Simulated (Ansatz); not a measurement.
# C3H10O3Si: up Jacob's ladder to CCSD(T)

An exercise on one series of results from a longer session: the logs are not shown, and one member is left open.

Program: Ansatz 0.2.0, Gaussian basis. Level of theory: functionals in def2-TZVPP, the program's frozen cores in correlated methods. These are calculated values, not measurements.

Levels to be run: LDA (SPW92), PBE-D4, revPBE-D4, BLYP-D4, r2SCAN-D4, B97M-V, PBE0-D4, B3LYP-D4, r2SCANh-D4, r2SCAN0-D4, HSE06-D4, BHLYP-D4, CAM-B3LYP-D4, LC-ωPBE, ωB97X-V, ωB97M-V, B2PLYP, PBE-QIDH; CCSD(T)/def2-SVP; CCSD(T)/def2-TZVPP; MP2/def2-QZVPP; extrapolation to the limit; RPA on PBE.

### The relaxed structure

All runs share one geometry, relaxed beforehand with PBE0-D4 in a triple-zeta def2 set.

SMILES `CC[Si](O)(O)OC`, 17 atoms, charge 0, spin multiplicity 1.

Atoms are counted from 1 here; the program's logs count them from 0.

Bond lengths: C1–C2 1.527 Å, C1–H8 1.093 Å, C1–H9 1.093 Å, C1–H10 1.093 Å, C2–Si3 1.853 Å, C2–H11 1.096 Å, C2–H12 1.095 Å, Si3–O4 1.640 Å, Si3–O5 1.638 Å, Si3–O6 1.644 Å, O4–H13 0.958 Å, O5–H14 0.959 Å, O6–C7 1.408 Å, C7–H15 1.092 Å, C7–H16 1.095 Å, C7–H17 1.096 Å. Angles: C2–C1–H8 111.6°, C2–C1–H9 111.2°, C2–C1–H10 111.6°, H8–C1–H9 107.5°, H8–C1–H10 107.5°, H9–C1–H10 107.2°, C1–C2–Si3 113.7°, C1–C2–H11 110.7°, C1–C2–H12 110.6°, Si3–C2–H11 108.3°, Si3–C2–H12 107.7°, H11–C2–H12 105.5°, C2–Si3–O4 112.9°, C2–Si3–O5 106.0°, C2–Si3–O6 112.0°, O4–Si3–O5 109.8°, O4–Si3–O6 104.0°, O5–Si3–O6 112.3° and more.

The first run:

File in.yaml:

```yaml
crystal:
  periodic: [false, false, false]
  atoms:
    - {symbol: C, position_ang: [1.616278, -1.387615, 0.141595]}
    - {symbol: C, position_ang: [1.168131, -0.227433, -0.744250]}
    - {symbol: Si, position_ang: [-0.663086, 0.054824, -0.730790]}
    - {symbol: O, position_ang: [-1.512601, -1.235006, -1.281568]}
    - {symbol: O, position_ang: [-0.927398, 1.348462, -1.700331]}
    - {symbol: O, position_ang: [-1.237847, 0.288012, 0.791716]}
    - {symbol: C, position_ang: [-0.814482, 1.326898, 1.642375]}
    - {symbol: H, position_ang: [2.700003, -1.523233, 0.109754]}
    - {symbol: H, position_ang: [1.157815, -2.326996, -0.177047]}
    - {symbol: H, position_ang: [1.334681, -1.227971, 1.185723]}
    - {symbol: H, position_ang: [1.662738, 0.703085, -0.443091]}
    - {symbol: H, position_ang: [1.471058, -0.396701, -1.782933]}
    - {symbol: H, position_ang: [-2.024973, -1.704762, -0.621949]}
    - {symbol: H, position_ang: [-1.827155, 1.492102, -1.997892]}
    - {symbol: H, position_ang: [-1.432917, 1.309840, 2.541674]}
    - {symbol: H, position_ang: [-0.921210, 2.306908, 1.165037]}
    - {symbol: H, position_ang: [0.232063, 1.198986, 1.942278]}
basis:
  gaussian: {orbitals: def2-TZVPP}
hamiltonian: {xc: lda}
output: {orbitals: {seedname: orbitals}}
```

Among the steps run: LDA; PBE-D4 (GGA); revPBE-D4 (GGA); BLYP-D4 (GGA); r2SCAN-D4 (meta-GGA); B97M-V (meta-GGA); PBE0-D4 (hybrid); B3LYP-D4 (hybrid); r2SCANh-D4 (hybrid); r2SCAN0-D4 (hybrid); HSE06-D4 (hybrid); BHLYP-D4 (hybrid); CAM-B3LYP-D4 (range-separated); LC-ωPBE (range-separated); ωB97X-V (range-separated); ωB97M-V (range-separated); B2PLYP (double hybrid); PBE-QIDH (double hybrid).

One of the session's tables, all rows but one given; the rest of the session is left out.

It belongs to the step «Orbital energies across the functionals». 

| functional | HOMO (eV) | LUMO (eV) | gap (eV) |
| --- | --- | --- | --- |
| LDA (SPW92) | -6.68 | -0.27 | 6.41 |
| PBE-D4 | -6.55 | -0.08 | 6.46 |
| revPBE-D4 | -6.49 | 0.02 | 6.51 |
| BLYP-D4 | -6.47 | -0.11 | 6.36 |
| r2SCAN-D4 | -6.87 | 0.59 | 7.46 |
| B97M-V | -6.99 | 0.11 | 7.10 |
| PBE0-D4 | -8.04 | 0.78 | 8.82 |
| B3LYP-D4 | -7.83 | 0.42 | 8.25 |
| r2SCANh-D4 | -7.42 | 0.85 | 8.27 |
| r2SCAN0-D4 | -8.25 | 1.21 | 9.46 |
| HSE06-D4 | -7.63 | 0.41 | 8.04 |
| BHLYP-D4 | -9.45 | 1.40 | 10.85 |
| CAM-B3LYP-D4 | -9.48 | 1.53 | 11.02 |
| LC-ωPBE | ? | ? | ? |
| ωB97X-V | -10.48 | 2.65 | 13.12 |
| ωB97M-V | -10.36 | 2.20 | 12.56 |

Q: Estimate the row for LC-ωPBE from the others.

As computed: HOMO (eV): -10.80; LUMO (eV): 2.89; gap (eV): 13.69. In the column «HOMO (eV)» it is the lowest.
